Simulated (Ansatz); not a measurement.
# In7S: the cost of one run

Program: Ansatz 0.2.0. Level of theory: DFT PBE, scalar-relativistic, plane waves, PAW, unless a step names another level. These are calculated values, not measurements.

11 further runs of the same task are left out: 2 that didn't finish, 9 set aside as unsound or not needed.

**1. Plan**

Pauling electronegativities: In 1.78, S 2.58 (spread 0.80). No set of common oxidation states balances it. Tabulated atomic sizes suggest about 24 Å³/atom. 20 candidates were drawn, by swapping species into database cells of other compounds, at random by space group and Wyckoff sites, or by hand, as the table says:

```
name                                                     made from  space group no.                        Wyckoff sites  atoms (primitive cell)  V (Å³/atom)
 c01                                        database cell of Mg7Zn              187                  In 3k, 3j, 1e; S 1b                       8         31.9
 c02                                        database cell of Si7Ge              215                      In 4e, 3c; S 1a                       8         32.8
 c03                 built by hand: ordered bcc 7:1 superstructure              229                      In 6b, 8c; S 2a                       8         24.1
 c04                                                        random              221                      In 6e, 1b; S 1a                       8         30.8
 c05                                        database cell of Mg7Sn              187                  In 3j, 3k, 1d; S 1a                       8         30.8
 c06                                                        random              221                      In 6f, 1b; S 1a                       8         25.8
 c07    built by hand: In metal / rocksalt InS bilayer intergrowth              129  In 2c, 2c, 2c, 2c, 2c, 2c, 2c; S 2c                      16         24.1
 c08                                                        random              166                     In 18f, 3b; S 3a                       8         29.2
 c09            built by hand: In6S octahedra with interstitial In              216                     In 24f, 4d; S 4a                       8         24.1
 c10                                        database cell of LiPd7              225                     In 4b, 24d; S 4a                       8         25.7
 c11                                                        random              191                      In 6k, 1b; S 1a                       8         26.2
 c12                                                        random              187                      In 6l, 1c; S 1a                       8         31.2
 c13  built by hand: GaSe-like S-In-In-S slab with close-packed In              164  In 2c, 2d, 2c, 2d, 2d, 2c, 2d; S 2d                      16         25.3
 c14                                                        random              229                      In 8c, 6b; S 2a                       8         24.9
 c15                                                        random              216                     In 24f, 4d; S 4a                       8         25.7
 c16                                          built by hand: Ca7Ge              225                     In 24d, 4b; S 4a                       8         24.1
 c17                                        database cell of Mg7Ga              187                  In 3j, 3k, 1f; S 1a                       8         31.4
 c18                                                        random              123                  In 2e, 4j, 1d; S 1a                       8         29.1
 c19                                                        random              191                      In 6m, 1b; S 1a                       8         29.8
 c20                                                        random              221                      In 6e, 1a; S 1b                       8         30.1
```

**2. Screening run of c04**

The input, input.yaml:

```yaml
crystal:
  lattice:
    - [6.26724045, 0.0, 0.0]
    - [0.0, 6.26724045, 0.0]
    - [0.0, 0.0, 6.26724045]
  atoms:
    - { symbol: In, position: [0.29101664, 0.0, 0.0] }
    - { symbol: In, position: [0.70898336, 0.0, 0.0] }
    - { symbol: In, position: [0.0, 0.29101664, 0.0] }
    - { symbol: In, position: [0.0, 0.70898336, 0.0] }
    - { symbol: In, position: [0.0, 0.0, 0.29101664] }
    - { symbol: In, position: [0.0, 0.0, 0.70898336] }
    - { symbol: In, position: [0.5, 0.5, 0.5] }
    - { symbol: S, position: [0.0, 0.0, 0.0] }
basis:
  ecutwfc: 420
kpoints:
  mp_grid: { grid: [3, 3, 3] }
hamiltonian:
  xc: pbe
scf:
  occupations: { method: gaussian, width: 0.2 }
  lower_state_search: "off"
output:
  forces: true
  stress: true
  eigenvalues: true
relax:
  adjacent_minimum: "off"
  f_tol: 0.08
  max_steps: 16
  cell: { stress_tol: 0.8 }
```

Launch:

```console
ansatz run input.yaml --threads 1 --pin off --max-ram 2560MiB --backend cpu --events-out ev --progress --plain --runs-dir out
```

Q: Estimate wall time and peak memory on 1 thread of Intel Xeon 6975P-C (Granite Rapids), shared host.

About 47 s, with a peak of 0.77 GiB.
